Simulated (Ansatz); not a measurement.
## Cd2S in Ansatz: convergence with k mesh

Input of the first run (k mesh 3 × 3 × 2); the others differ in this setting and in those tied to it:

File input.yaml:

```yaml
crystal:
  lattice:
    - [3.962670049, 0.0, 0.0]
    - [-1.9813350245, 3.4317729293, 0.0]
    - [0.0, 0.0, 5.809192]
  atoms:
    - { symbol: Cd, position: [0.325998, 0.658813, 0.934101] }
    - { symbol: Cd, position: [0.684587, 0.350907, 0.572114] }
    - { symbol: S, position: [0.318896, 0.657027, 0.358672] }
hamiltonian:
  xc: pbe
  pseudopotentials: { kind: nc }
kpoints:
  mp_grid: { grid: [3, 3, 2] }
scf:
  occupations: { method: gaussian, width: 0.1 }
output:
  forces: true
  stress: true
  eigenvalues: true
```

Potentials or basis: Ansatz NC with PseudoDojo standard (PBE files).

Run with:

```bash
$ ansatz run input.yaml --threads 2 --pin off --max-ram 5632MiB --backend cpu --events-out ev --progress --plain --runs-dir out
```

The cell isn't the ideal one: atoms moved at random, drawn with an rms of 0.05 Å.

The cell comes from a database or a generator and needn't be the stable form of this composition.

Hardware: 2 threads of Intel(R) Xeon(R) 6975P-C (Granite Rapids), with other jobs on the host.

```csv
k mesh,"energy less the tightest run, at zero smearing (meV/atom)",pressure (GPa),largest force (eV/Å),gap on the mesh (eV),SCF cycles,CPU time (s),peak memory (GiB)
3 × 3 × 2,26.70,0.78,0.490,1.141,9,3.8,0.44
4 × 4 × 2,-26.32,0.17,0.520,0.654,9,6.1,0.49
5 × 5 × 3,-1.79,0.06,0.501,1.085,9,14,0.56
6 × 6 × 4,5.83,0.24,0.496,-,7,26,0.7
7 × 7 × 4,4.23,0.21,0.495,0.562,9,40,0.8
9 × 9 × 5,0.64,0.30,0.505,0.000,9,75,1.2
11 × 11 × 7,-0.36,0.26,0.501,0.313,9,160,2
13 × 13 × 8,0.00,0.25,0.500,0.205,9,240,3
```

Against the tightest run, the energy stays within 1 meV/atom from 9 × 9 × 5 on; the pressure stays within 0.1 GPa from 6 × 6 × 4 on; the largest force stays within 0.005 eV/Å from 9 × 9 × 5 on. Not settled before the last step: the gap on the mesh (to 0.01 eV). Meshes of other sizes hit other points, so gaps and Fermi surfaces needn't settle smoothly. The tightest run that finished is the yardstick and may itself not be fully converged.

Caveat, for the tightest run too: odd divisions of the mesh miss points on the zone boundary, where band edges often lie, so the gap on the mesh can be too wide.
